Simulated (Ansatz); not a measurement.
# FH6SbSi2: taking an electron away

An exercise on one series of results from a longer session: the logs are not shown, and one member is left open.

Program: Ansatz 0.2.0, Gaussian basis. Level of theory: unrestricted cation, the program's frozen cores in correlated methods. These are calculated values, not measurements.

Levels to be run: UKS PBE-D4/def2-TZVPP; UKS r2SCAN-D4/def2-TZVPP; UKS PBE0-D4/def2-TZVPP; UKS B3LYP-D4/def2-TZVPP; UKS wB97X-V/def2-TZVPP; UKS wB97M-V/def2-TZVPP; UKS B2PLYP/def2-TZVPP; UHF-CCSD(T)/def2-TZVPP; UHF-MP2/def2-QZVPP; extrapolation to the limit; then −ε(HOMO) from the neutral's earlier runs with LDA (SPW92), PBE-D4, revPBE-D4, BLYP-D4, r2SCAN-D4, B97M-V, PBE0-D4, B3LYP-D4, r2SCANh-D4, r2SCAN0-D4, HSE06-D4, BHLYP-D4, CAM-B3LYP-D4, LC-ωPBE, ωB97X-V, ωB97M-V.

### The relaxed structure

An earlier PBE0-D4 in a triple-zeta def2 set relaxation fixed the geometry. Sb takes the def2 core potential; no spin-orbit term is included.

10 atoms, charge 0, spin multiplicity 1.

Atoms are counted from 1 here; the program's logs count them from 0.

Bond lengths: F1–Sb2 1.939 Å, Sb2–Si3 2.586 Å, Sb2–Si4 2.586 Å, Si3–H5 1.486 Å, Si3–H6 1.485 Å, Si3–H7 1.489 Å, Si4–H8 1.486 Å, Si4–H9 1.485 Å, Si4–H10 1.489 Å. Angles: F1–Sb2–Si3 94.2°, F1–Sb2–Si4 94.2°, Si3–Sb2–Si4 88.9°, Sb2–Si3–H5 110.1°, Sb2–Si3–H6 111.2°, Sb2–Si3–H7 107.1°, H5–Si3–H6 109.8°, H5–Si3–H7 108.9°, H6–Si3–H7 109.7°, Sb2–Si4–H8 110.0°, Sb2–Si4–H9 111.2°, Sb2–Si4–H10 107.1°, H8–Si4–H9 109.8°, H8–Si4–H10 108.9°, H9–Si4–H10 109.7°.

Coordinates:

| atom | x (Å) | y (Å) | z (Å) |
| --- | --- | --- | --- |
| F1 | -2.1547 | -1.0883 | -0.8358 |
| Sb2 | -0.2655 | -1.0645 | -1.2721 |
| Si3 | -0.0501 | 1.5014 | -1.0330 |
| Si4 | 0.4987 | -1.3062 | 1.1866 |
| H5 | -0.6487 | 2.1752 | -2.2141 |
| H6 | -0.7100 | 1.9816 | 0.2076 |
| H7 | 1.4045 | 1.8166 | -0.9830 |
| H8 | 0.2969 | -2.7042 | 1.6472 |
| H9 | -0.2414 | -0.3730 | 2.0735 |
| H10 | 1.9534 | -0.9899 | 1.2262 |

Set-up of the first run:

in.yaml reads:

```yaml
crystal:
  periodic: [false, false, false]
  atoms:
    - {symbol: F, position_ang: [-2.154701, -1.088261, -0.835813]}
    - {symbol: Sb, position_ang: [-0.265455, -1.064532, -1.272110]}
    - {symbol: Si, position_ang: [-0.050111, 1.501404, -1.032977]}
    - {symbol: Si, position_ang: [0.498700, -1.306161, 1.186598]}
    - {symbol: H, position_ang: [-0.648652, 2.175210, -2.214145]}
    - {symbol: H, position_ang: [-0.710003, 1.981555, 0.207637]}
    - {symbol: H, position_ang: [1.404456, 1.816605, -0.983041]}
    - {symbol: H, position_ang: [0.296866, -2.704213, 1.647182]}
    - {symbol: H, position_ang: [-0.241361, -0.372969, 2.073540]}
    - {symbol: H, position_ang: [1.953359, -0.989939, 1.226229]}
basis:
  gaussian: {orbitals: def2-TZVPP}
total_charge: 1
magnetization: {spin_polarized: true, initial_magnetization: 1}
hamiltonian: {xc: pbe, dispersion: d4}
```

Launch:

```
$ ansatz run in.yaml --threads 2 --pin off --events-out ev --progress --plain --max-ram 32768MiB --backend cpu
```

Steps of the session up to this table: Cation, UKS PBE-D4/def2-TZVPP; Cation, UKS r2SCAN-D4/def2-TZVPP; Cation, UKS PBE0-D4/def2-TZVPP; Cation, UKS B3LYP-D4/def2-TZVPP; Cation, UKS wB97X-V/def2-TZVPP; Cation, UKS wB97M-V/def2-TZVPP; Cation, UKS B2PLYP (frozen core)/def2-TZVPP; Cation, UHF-CCSD(T)/def2-TZVPP; Cation, UHF-MP2/def2-QZVPP.

One table of the session follows, with a row left open; its other results are not shown here.

For comparison, −ε(HOMO) of the neutral from earlier runs:

| functional | −ε(HOMO) (eV) |
| --- | --- |
| LDA (SPW92) | ? |
| PBE-D4 | 6.20 |
| revPBE-D4 | 6.15 |
| BLYP-D4 | 6.06 |
| r2SCAN-D4 | 6.45 |
| B97M-V | 6.49 |
| PBE0-D4 | 7.21 |
| B3LYP-D4 | 7.03 |
| r2SCANh-D4 | 6.82 |
| r2SCAN0-D4 | 7.37 |
| HSE06-D4 | 6.83 |
| BHLYP-D4 | 8.08 |
| CAM-B3LYP-D4 | 8.38 |
| LC-ωPBE | 9.58 |
| ωB97X-V | 9.29 |
| ωB97M-V | 9.16 |

**Question.** Estimate the row for LDA (SPW92).

As computed: −ε(HOMO) (eV): 6.35. In the column «−ε(HOMO) (eV)» it lies between PBE-D4 (6.20) and r2SCAN-D4 (6.45).
